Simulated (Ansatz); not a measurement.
**YCoF5 under changes of volume**

One of the cells (17.089 Å³/atom); the others are scaled copies at fixed shape and fractional positions:

```
Y Co F
1.0
    -2.10809    3.46869    4.08979
     2.10809   -3.46869    4.08979
     2.10809    3.46869   -4.08979
Y Co F
1 1 5
Cartesian
  0.0000 0.0000 4.0898
  0.0000 0.0000 0.0000
  0.0000 3.4687 0.0000
  0.0000 0.0000 6.2939
  0.0000 0.0000 1.8857
  2.1081 1.2770 0.0000
  0.0000 2.1917 4.0898
```

The cell comes from a database or a generator and needn't be the stable form of this composition.

- Program: Ansatz 0.2.0
- Functional: PBE
- Potentials or basis: Ansatz PAW
- Cutoff: 420 eV (not typed: the program's choice for these potentials)
- k mesh: 7 × 7 × 7
- Occupations: fermi-dirac, width 0.05 eV
- Spin: collinear spin, ferromagnetic start
- Starting moments: [0.0, 2.0, 0.0, 0.0, 0.0, 0.0, 0.0] μB

```csv
volume (Å³/atom),energy over the lowest point (meV/atom),pressure (GPa),gap on the mesh (eV),largest force (eV/Å)
16.064,11.60,4.7,0.58,0.291
16.406,?,?,?,?
16.747,0.11,0.9,0.60,0.129
17.089,0.00,-0.8,0.61,0.159
17.431,3.17,-2.2,0.62,0.240
17.773,9.26,-3.5,0.63,0.350
18.114,17.92,-4.6,0.64,0.452
```

**Question.** What does the run at 16.406 Å³/atom give?

**Answer.** Energy over the lowest point 3.81 meV/atom; pressure 2.7 GPa; gap on the mesh 0.59 eV; largest force 0.143 eV/Å.

Worked out: A Birch-Murnaghan fit of order 3 (a polynomial in V^(-2/3)) to the other rows has its minimum at 16.93 Å³/atom with B0 = V·E''(V) = 80 GPa and B' = 4.4 at fixed shape and positions, which overstates the stiffness. It gives 3.82 meV/atom at 16.406 Å³/atom, against the run's 3.81, and -dE/dV = 2.7 GPa, against 2.7. A straight line through the other rows of the gap, of slope 0.499 eV per unit of ln V, gives 0.59 eV, against the run's 0.59.

Energies are extrapolated to zero smearing.

Caveats: odd divisions of the mesh miss points on the zone boundary, where band edges often lie, so the gap on the mesh can be too wide; a cell with one magnetic atom can't hold antiferromagnetic order, which such compounds often take.

A mesh can miss the band edges. Spin-orbit coupling on Y is left out.
